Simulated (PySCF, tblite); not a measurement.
# C5H14ClNSi2: geometry, infrared bands and NMR shifts

Wanted: the infrared bands and NMR shifts of C5H14ClNSi2 (`CC[Si@@H]1C[Si@@H](Cl)CN1C`), by calculation.

The runs use tblite 0.8.0 and PySCF 2.14.0, with density-fitted response routines of our own; the level of theory stands in each step. All values are computed, except where a source is named. Atoms count from 0, in the outputs and in this text.

## (1) The molecule as given

23 atoms, charge 0, multiplicity 1; geometry from: force field or distance geometry start.

Bonds of the start (Å): C0–C1 1.54, C1–Si2 1.82, Si2–C3 1.88, C3–Si4 1.88, Si4–Cl5 2.09, Si4–C6 1.87, C6–N7 1.46, N7–C8 1.43, N7–Si2 1.78, C0–H9 1.10, C0–H10 1.11, C0–H11 1.13, C1–H12 1.10, C1–H13 1.09, Si2–H14 1.47, C3–H15 1.11, C3–H16 1.10, Si4–H17 1.46, C6–H18 1.11, C6–H19 1.09, C8–H20 1.13, C8–H21 1.11, C8–H22 1.11.

## (2) Geometry optimisation with GFN2-xTB

What the job is given:

```
{"job": {"kind": "relax", "xc": "GFN2-xTB", "basis": "xTB"}, "charge": 0, "multiplicity": 1}
C      2.936400    -0.200400     0.665200
C      2.003600     0.128100    -0.517400
Si     0.310500    -0.248300     0.029000
C     -0.443900    -1.758300    -0.804400
Si    -2.207000    -1.448800    -0.216600
Cl    -2.455000    -2.606100     1.511900
C     -2.123100     0.372600     0.185000
N     -0.936600     0.921500    -0.467000
C     -0.665600     2.274200    -0.102100
H      3.639500    -0.985700     0.353900
H      3.453100     0.718600     1.024900
H      2.287800    -0.577200     1.508800
H      2.297100    -0.535700    -1.349300
H      2.222800     1.159700    -0.800000
H      0.223100    -0.364800     1.493400
H     -0.029100    -2.693800    -0.379100
H     -0.372700    -1.681000    -1.896700
H     -3.196100    -1.765400    -1.244900
H     -2.019400     0.546900     1.277600
H     -3.046800     0.830100    -0.174200
H     -1.653700     2.771000     0.131000
H     -0.242700     2.787000    -0.987300
H      0.013000     2.383100     0.768500
```

Started as:

```console
> OMP_NUM_THREADS=1 python probes_run.py task.json out
```

This one command runs all jobs of the session in turn.

**Question.** This job is followed by: GFN2-xTB harmonic vibrations, gas phase; GIAO PBE0/pcSseg-1 NMR shielding, non-relativistic, gas phase. What will the session give for the following? strongest single infrared mode (GFN2-xTB); zero-point energy (GFN2-xTB); ¹³C shifts against TMS (PBE0/pcSseg-1); ¹H shifts against TMS (PBE0/pcSseg-1, means over atoms taken as alike); ²⁹Si shifts against TMS (PBE0/pcSseg-1); ³⁵Cl shifts against HCl (PBE0/pcSseg-1); ¹⁵N shifts against NH3 (PBE0/pcSseg-1); surface potential, 1st and 99th percentile.

The runs gave:

| quantity | value |
| --- | --- |
| strongest single infrared mode (GFN2-xTB) | 2105 cm⁻¹, 320 km/mol |
| zero-point energy (GFN2-xTB) | 114.0 kcal/mol |
| ¹³C shifts against TMS (PBE0/pcSseg-1) | 49.2, 40.4, 10.6, 8.3, -0.7 ppm |
| ¹H shifts against TMS (PBE0/pcSseg-1, means over atoms taken as alike) | 5.46, 4.97, 2.62, 2.59, 2.41, 1.07, 1.02, 0.44, 0.28, 0.12 ppm |
| ²⁹Si shifts against TMS (PBE0/pcSseg-1) | 11.1, 0.4 ppm |
| ³⁵Cl shifts against HCl (PBE0/pcSseg-1) | -10 ppm |
| ¹⁵N shifts against NH3 (PBE0/pcSseg-1) | 31.9 ppm |
| surface potential, 1st and 99th percentile | -0.59 V and 0.92 V |

What this shows: The optimisation took 218 steps and gained 1.166 eV; among the close pairs (by a distance rule), C1–Si2 changed most, from 1.818 to 1.898 Å. No mode is imaginary among the 63: a minimum at this level. The strongest single mode, at 2105 cm⁻¹, moves mainly H14. Unscaled tight-binding wavenumbers are off by several per cent, some by more. Its intensities can rank the bands wrongly. At PBE0/pcSseg-1: The largest span, 118 ppm, is at Si2, where the paramagnetic term is -536 ppm.
